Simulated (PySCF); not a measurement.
# C₅H₅BBrF₂N: excited states, first hyperpolarisability

Aim: compute the excited states, first hyperpolarisability of C₅H₅BBrF₂N (`Cn1c(Br)ccc1B(F)F`).

Programs: PySCF 2.14.0, with routines of our own; each step states its level. All values are computed. Atoms count from 0.

## 1. The system as given

15 atoms, charge 0, multiplicity 1; geometry from: GFN2-xTB.

## 2. Optimising the geometry at PBE0-D3(BJ)/def2-SVP

What the job is given:

```
{"job": {"xc": "PBE0", "basis": "def2-SVP", "d3": "d3bj", "grid": 2, "kind": "geom"}, "charge": 0, "multiplicity": 1}
C     -0.885816    -1.639543     0.164046
N     -0.486092    -0.262140     0.066826
C     -1.320880     0.789933     0.185908
Br    -3.156446     0.553831     0.477549
C     -0.624486     1.974524     0.066017
C      0.704198     1.612752    -0.134526
C      0.790549     0.219363    -0.131384
B      2.071646    -0.587560    -0.316507
F      2.152429    -1.912974    -0.319277
F      3.234543     0.015906    -0.497008
H     -1.769873    -1.815409    -0.451101
H     -1.127158    -1.894995     1.199044
H     -0.079980    -2.280142    -0.179955
H     -1.042253     2.959366     0.118578
H      1.535204     2.275077    -0.270123
```

Launch:

```
$ OMP_NUM_THREADS=1 python excited_run.py task.json out
```

One launch serves the whole session: the jobs run in the order shown.

The log of the run:

```text
step   0  E = -3045.66172036  max force = 0.015083
step   1  E = -3045.66301435  max force = 0.003381
step   2  E = -3045.66305774  max force = 0.001501
step   3  E = -3045.66306963  max force = 0.001015
step   4  E = -3045.66307655  max force = 0.000656
step   5  E = -3045.66307875  max force = 0.000971
step   6  E = -3045.66308225  max force = 0.000357
optimisation converged
```

Run time: 1.9 min. Hardware: 1 thread of AMD EPYC 7R43, shared host; peak memory 0.96 GiB.

Relaxation path:

```
step  energy from step 0 (eV)  largest force component (eV/Å)
   0                   0.0000                          0.7756
   1                  -0.0352                          0.1739
   2                  -0.0364                          0.0772
   3                  -0.0367                          0.0522
   4                  -0.0369                          0.0337
   5                  -0.0370                          0.0499
   6                  -0.0371                          0.0184
```

Distances of close pairs at the start and the end, largest changes first:

```
  bond  before (Å)  after (Å)  change (Å)
C5–H14       1.071      1.089      +0.017
C4–H13       1.071      1.087      +0.016
C2–Br3       1.874      1.859      -0.014
 C4–C5       1.392      1.404      +0.012
 N1–C6       1.379      1.388      +0.009
 N1–C2       1.348      1.357      +0.009
C0–H12       1.085      1.094      +0.008
C0–H11       1.093      1.101      +0.008
```

The end geometry stands in the next job.

| at the end point | value |
| --- | --- |
| point group (found at 0.08 Å tolerance) | C1 |
| rotational constants (GHz, main isotopes) | 2.522, 0.445, 0.379 |
| dipole moment (D) | 1.81 |

## 3. Excited states: TDA CAM-B3LYP/aug-cc-pVDZ

What the job is given:

```
{"job": {"kind": "states", "xc": "CAM-B3LYP", "basis": "aug-cc-pVDZ", "tda": true, "soc": true, "nstates": 6, "ntriplets": 5, "nquad": 4}, "charge": 0, "multiplicity": 1}
C      0.120624    -1.234097    -0.111866
N      0.537034     0.145867    -0.218112
C     -0.284621     1.219396    -0.097117
Br    -2.110421     1.025575     0.196208
C      0.440556     2.395540    -0.219478
C      1.772429     2.001188    -0.421568
C      1.830907     0.606114    -0.418134
B      3.095440    -0.228674    -0.601943
F      3.118518    -1.559287    -0.596608
F      4.260656     0.374211    -0.780808
H     -0.760144    -1.412339    -0.743830
H     -0.139122    -1.486380     0.927769
H      0.938899    -1.880194    -0.441647
H      0.031546     3.401324    -0.167351
H      2.631258     2.655089    -0.562809
```

Method: TDA CAM-B3LYP/aug-cc-pVDZ excited states, vertical, gas phase, spin-orbit mean-field couplings.

The log of the run:

```text
coarse grid: 66496 points
cycle   1  E = -3046.9628937241  dE =  9.733e-01  |g| = 7.062e-01  |ddm| = 1.671e+01
cycle   2  E = -3046.9183246712  dE =  4.457e-02  |g| = 9.128e-01  |ddm| = 3.871e+00
cycle   3  E = -3047.0665509973  dE = -1.482e-01  |g| = 7.187e-02  |ddm| = 1.856e+00
cycle   4  E = -3047.0672549715  dE = -7.040e-04  |g| = 5.454e-02  |ddm| = 3.498e-01
cycle   5  E = -3047.0679046295  dE = -6.497e-04  |g| = 1.022e-02  |ddm| = 1.267e-01
cycle   6  E = -3047.0679256025  dE = -2.097e-05  |g| = 2.572e-03  |ddm| = 3.668e-02
cycle   7  E = -3047.0679272872  dE = -1.685e-06  |g| = 8.413e-04  |ddm| = 9.773e-03
final grid: 141384 points
cycle   8  E = -3047.0679635711  dE = -6.143e-08  |g| = 9.010e-04  |ddm| = 1.443e-02
cycle   9  E = -3047.0679634818  dE =  8.929e-08  |g| = 1.108e-03  |ddm| = 6.257e-03
cycle  10  E = -3047.0679637901  dE = -3.083e-07  |g| = 9.238e-05  |ddm| = 3.335e-03
cycle  11  E = -3047.0679637925  dE = -2.371e-09  |g| = 3.400e-05  |ddm| = 3.484e-04
cycle  12  E = -3047.0679637929  dE = -3.965e-10  |g| = 1.166e-05  |ddm| = 1.537e-04
converged SCF energy = -3047.0679637929

Singlet excitations
state   eV       nm        f     d(h-e)  d(exc)  Lambda  PR(NTO)  |dmu|/D   mu/D   main configurations
  1   5.4130   229.0   0.44905   0.986   3.230   0.652   1.143    2.676    4.108   H->L 0.84
  2   5.4448   227.7   0.03369   1.743   3.650   0.310   1.030    6.166    4.480   H->L+2 0.36, H->L+5 0.21, H->L+1 0.14
  3   5.7671   215.0   0.01646   0.414   4.320   0.262   1.025    0.992    1.507   H->L+1 0.67, H->L+2 0.14, H->L+7 0.09
  4   5.9496   208.4   0.07443   0.559   3.013   0.554   1.427    1.485    2.877   H-1->L 0.76, H->L+10 0.14
  5   6.4442   192.4   0.00733   0.635   5.034   0.243   1.132                     H->L+3 0.71, H->L+2 0.12
  6   6.5243   190.0   0.00325   0.379   4.601   0.268   1.700                     H->L+5 0.30, H->L+2 0.23, H-1->L+2 0.20

Triplet excitations (Tamm-Dancoff)
state   eV     d(h-e)  d(exc)  Lambda  PR(NTO)   main configurations
  1   3.5663   0.499   2.779   0.662   1.043   H->L 0.86
  2   4.5766   0.744   2.752   0.541   1.031   H-1->L 0.89
  3   4.9794   1.642   3.394   0.290   1.010   H->L+2 0.32, H->L+5 0.24, H->L+1 0.09
  4   5.4599   0.499   2.777   0.557   1.070   H->L+10 0.70
  5   5.7162   0.446   4.262   0.261   1.028   H->L+1 0.68, H->L+2 0.12, H->L+7 0.10
S1 - T1 = 1.8468 eV

Spin-orbit couplings |<S|Hso|T>| (cm-1)
             T1       T2       T3       T4       T5
S0        2.889    3.753  527.413   10.241   65.621
S1       23.349    8.564   53.868   15.971    9.222
S2       88.574   28.357   14.422   61.976    9.441
S3       13.764    4.852    7.858    9.925    0.569
S4        6.745    2.869   27.384    1.329    8.013
S5       16.392    3.768   53.037    7.779    5.114
S6       18.375   45.037   16.366   17.757    1.494
T1 sublevels (cm-1): 0.000 0.004 0.012   radiative rates (1/s): 1.98 8.04 5.89
```

It took 90 s on 1 thread of AMD EPYC 7R43, shared host; peak memory 1.3 GiB.

From this job:

```
  quantity    value
S1 less T1  1.85 eV
```

## 4. Excited states: TDDFT CAM-B3LYP/aug-cc-pVDZ

The job, as its differences from that of step 3:

```diff
@@ -1,2 +1,2 @@
-{"job": {"kind": "states", "xc": "CAM-B3LYP", "basis": "aug-cc-pVDZ", "tda": true, "soc": true, "nstates": 6, "ntriplets": 5, "nquad": 4}, "charge": 0, "multiplicity": 1}
+{"job": {"kind": "states", "xc": "CAM-B3LYP", "basis": "aug-cc-pVDZ", "tpa": true, "nstates": 8, "nquad": 6, "ntriplets": 0}, "charge": 0, "multiplicity": 1}
 C      0.120624    -1.234097    -0.111866
```

Level: TDDFT CAM-B3LYP/aug-cc-pVDZ excited states, vertical, gas phase, two-photon moments by quadratic response.

The log of the run:

```text
coarse grid: 66496 points
cycle   1  E = -3046.9628937241  dE =  9.733e-01  |g| = 7.062e-01  |ddm| = 1.671e+01
cycle   2  E = -3046.9183246712  dE =  4.457e-02  |g| = 9.128e-01  |ddm| = 3.871e+00
cycle   3  E = -3047.0665509972  dE = -1.482e-01  |g| = 7.187e-02  |ddm| = 1.856e+00
cycle   4  E = -3047.0672549715  dE = -7.040e-04  |g| = 5.454e-02  |ddm| = 3.498e-01
cycle   5  E = -3047.0679046295  dE = -6.497e-04  |g| = 1.022e-02  |ddm| = 1.267e-01
cycle   6  E = -3047.0679256025  dE = -2.097e-05  |g| = 2.572e-03  |ddm| = 3.668e-02
cycle   7  E = -3047.0679272872  dE = -1.685e-06  |g| = 8.413e-04  |ddm| = 9.773e-03
final grid: 141384 points
cycle   8  E = -3047.0679635711  dE = -6.144e-08  |g| = 9.010e-04  |ddm| = 1.443e-02
cycle   9  E = -3047.0679634818  dE =  8.929e-08  |g| = 1.108e-03  |ddm| = 6.257e-03
cycle  10  E = -3047.0679637901  dE = -3.083e-07  |g| = 9.238e-05  |ddm| = 3.335e-03
cycle  11  E = -3047.0679637925  dE = -2.373e-09  |g| = 3.400e-05  |ddm| = 3.484e-04
cycle  12  E = -3047.0679637929  dE = -3.929e-10  |g| = 1.166e-05  |ddm| = 1.537e-04
converged SCF energy = -3047.0679637929

Singlet excitations
state   eV       nm        f     d(h-e)  d(exc)  Lambda  PR(NTO)  |dmu|/D   mu/D   delta(TPA)   sigma/GM   main configurations
  1   5.1775   239.5   0.37631   1.062   3.126   0.671   1.178    3.096    4.575      372.08      3.654   H->L 0.94
  2   5.4061   229.3   0.00139   1.940   3.677   0.290   1.020    6.752    5.071       13.22      0.142   H->L+2 0.37, H->L+5 0.22, H->L+1 0.14
  3   5.7628   215.1   0.01735   0.417   4.221   0.287   1.190    1.042    1.690       49.22      0.599   H->L+1 0.61, H->L+2 0.13, H->L+7 0.08
  4   5.7801   214.5   0.05228   0.616   3.125   0.520   1.588    1.790    3.130       68.63      0.840   H-1->L 0.78
  5   6.4415   192.5   0.00644   0.644   5.035   0.243   1.133    3.319    3.644       32.20      0.489   H->L+3 0.71, H->L+2 0.13
  6   6.5209   190.1   0.00300   0.396   4.612   0.269   1.680    2.778    4.477      102.44      1.596   H->L+5 0.30, H->L+2 0.23, H-1->L+2 0.19
  7   6.5717   188.7   0.00792   1.843   4.158   0.214   1.320                                            H-1->L+1 0.40, H-1->L+2 0.17, H-1->L+5 0.10
  8   6.7001   185.0   0.02363   0.072   4.406   0.219   1.489                                            H-1->L+1 0.36, H-1->L+2 0.27, H->L+3 0.08
```

Wall time 1.8 min (1 thread of AMD EPYC 7R43, shared host); peak memory 1.3 GiB.

## 5. First hyperpolarisability: quadratic response CAM-B3LYP/aug-cc-pVDZ

The job, as its differences from that of step 4:

```diff
@@ -1,2 +1,2 @@
-{"job": {"kind": "states", "xc": "CAM-B3LYP", "basis": "aug-cc-pVDZ", "tpa": true, "nstates": 8, "nquad": 6, "ntriplets": 0}, "charge": 0, "multiplicity": 1}
+{"job": {"kind": "beta", "xc": "CAM-B3LYP", "basis": "aug-cc-pVDZ"}, "charge": 0, "multiplicity": 1}
 C      0.120624    -1.234097    -0.111866
```

Level: quadratic response CAM-B3LYP/aug-cc-pVDZ first hyperpolarisability, Taylor convention, gas phase.

The log of the run:

```text
coarse grid: 66496 points
cycle   1  E = -3046.9628937241  dE =  9.733e-01  |g| = 7.062e-01  |ddm| = 1.671e+01
cycle   2  E = -3046.9183246712  dE =  4.457e-02  |g| = 9.128e-01  |ddm| = 3.871e+00
cycle   3  E = -3047.0665509972  dE = -1.482e-01  |g| = 7.187e-02  |ddm| = 1.856e+00
cycle   4  E = -3047.0672549715  dE = -7.040e-04  |g| = 5.454e-02  |ddm| = 3.498e-01
cycle   5  E = -3047.0679046295  dE = -6.497e-04  |g| = 1.022e-02  |ddm| = 1.267e-01
cycle   6  E = -3047.0679256025  dE = -2.097e-05  |g| = 2.572e-03  |ddm| = 3.668e-02
cycle   7  E = -3047.0679272872  dE = -1.685e-06  |g| = 8.413e-04  |ddm| = 9.773e-03
final grid: 141384 points
cycle   8  E = -3047.0679635711  dE = -6.144e-08  |g| = 9.010e-04  |ddm| = 1.443e-02
cycle   9  E = -3047.0679634818  dE =  8.929e-08  |g| = 1.108e-03  |ddm| = 6.257e-03
cycle  10  E = -3047.0679637901  dE = -3.083e-07  |g| = 9.238e-05  |ddm| = 3.335e-03
cycle  11  E = -3047.0679637925  dE = -2.373e-09  |g| = 3.400e-05  |ddm| = 3.484e-04
cycle  12  E = -3047.0679637929  dE = -3.929e-10  |g| = 1.166e-05  |ddm| = 1.537e-04
converged SCF energy = -3047.0679637929

Lowest singlets (eV, f): 5.1775 0.3763  5.4061 0.0014  5.7628 0.0174

First hyperpolarisability (au)
process     nm      |vector|   parallel      HRS      DR
static         -      313.36     149.61     155.49    3.21
shg       1907.0      354.49     169.09     172.72   3.336
eope      1907.0      326.38     155.78          -       -
shg       1064.0      472.78     224.97     222.12   3.625
eope      1064.0      357.64     170.57          -       -
```

Wall time 80 s (1 thread of AMD EPYC 7R43, shared host); peak memory 1.3 GiB.

## 6. Summary of results

| quantity | value |
| --- | --- |
| point group | C1 |
| rotational constants (main isotopes) | 2.52, 0.44, 0.38 GHz |
| S1 less T1 (step 3, TDA CAM-B3LYP/aug-cc-pVDZ) | 1.85 eV |
| β vector (step 5, quadratic response CAM-B3LYP/aug-cc-pVDZ) | static 313, SHG 1907.0 nm 354, SHG 1064.0 nm 473 au |

**Reading.** The optimisation took 6 steps and gained 0.037 eV; among the close pairs (by a distance rule), C5–H14 changed most, from 1.071 to 1.089 Å. Scalar relativity is left out for the heavy atoms. In step 3, the number of triplets below S1 is 3, and the largest singlet-triplet spin-orbit coupling is S0–T3, 527.41 cm⁻¹. Steps that list no spin-orbit terms leave them out, which matters at and beside the heavy atoms. β grows from 313 au (static) to 473 au for doubling at 1064.0 nm: normal dispersion, which grows as twice the photon energy moves toward the bright states.
